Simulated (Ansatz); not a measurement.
Program: Ansatz.

input.yaml

```yaml
crystal:
  lattice:
    - [8.592126, 4.296063, 4.296063]
    - [4.296063, 8.592126, 4.296063]
    - [4.296063, 4.296063, 8.592126]
  atoms:
    - { symbol: Ba, position: [0.05259388, 0.13897913, 0.16852689] }
    - { symbol: Sr, position: [0.37951835, 0.41836725, 0.31323031] }
    - { symbol: In, position: [0.09300405, 0.08942728, -0.15581833] }
    - { symbol: Sb, position: [0.23497977, 0.19812709, 0.26997925] }
    - { symbol: O, position: [0.93675341, 0.22531856, 0.4010992] }
    - { symbol: O, position: [0.55889443, 0.13803142, 0.13802667] }
    - { symbol: O, position: [0.1659501, -0.04221745, 0.7259899] }
    - { symbol: O, position: [0.37622236, 0.37757754, 0.87293212] }
    - { symbol: O, position: [0.40834443, 0.84499621, 0.39458015] }
    - { symbol: O, position: [0.09362436, 0.5199623, 0.21924864] }
    - { symbol: Ba, position: [0.62285119, 0.64806114, 0.61329994] }
    - { symbol: Sr, position: [0.8969239, 0.83883228, 0.95243058] }
    - { symbol: In, position: [0.46322787, 0.50825787, 0.50413478] }
    - { symbol: Sb, position: [0.67096387, 0.81115025, 0.78593364] }
    - { symbol: O, position: [0.41655867, 0.7706133, 0.89320351] }
    - { symbol: O, position: [-0.05763945, 0.66910334, 0.82164953] }
    - { symbol: O, position: [0.38060389, 0.72119043, 0.21467112] }
    - { symbol: O, position: [0.88053158, 0.7797067, 0.49439323] }
    - { symbol: O, position: [0.75901793, 0.31915423, 1.00743868] }
    - { symbol: O, position: [0.48626598, 0.16182658, 0.69269852] }
basis:
  ecutwfc: 420.0
kpoints:
  mp_grid: { grid: [3, 3, 3] }
hamiltonian:
  xc: lda
scf:
  occupations: { method: fermi_dirac, width: 0.3 }
  lower_state_search: "off"
  max_iter: 81
md:
  timestep: 1
  n_steps: 25
  ensemble: nvt_langevin
  temperature: 2450.0
  initial_velocities: maxwell_boltzmann
  seed: 183584
  friction: 0.05
  pressure: 5.0
  fix_cell: [angles]
  temperature_schedule: [{ n_steps: 500, end_temperature: 100.0 }]
```

Launched with:

```bash
$ ansatz run input.yaml --threads 4 --pin off --max-ram 10240MiB --backend cpu --events-out ev --progress --plain --runs-dir out
```

Q: What does the program answer?

A: The input was rejected before any iteration.

```
Error: 2 input errors — fix all and re-run
  1. invalid value for `md.pressure`: only applies to ensemble: npt_langevin — drop it or switch ensemble
  2. invalid value for `md.fix_cell`: only applies to ensemble: npt_langevin — drop it or switch ensemble
```
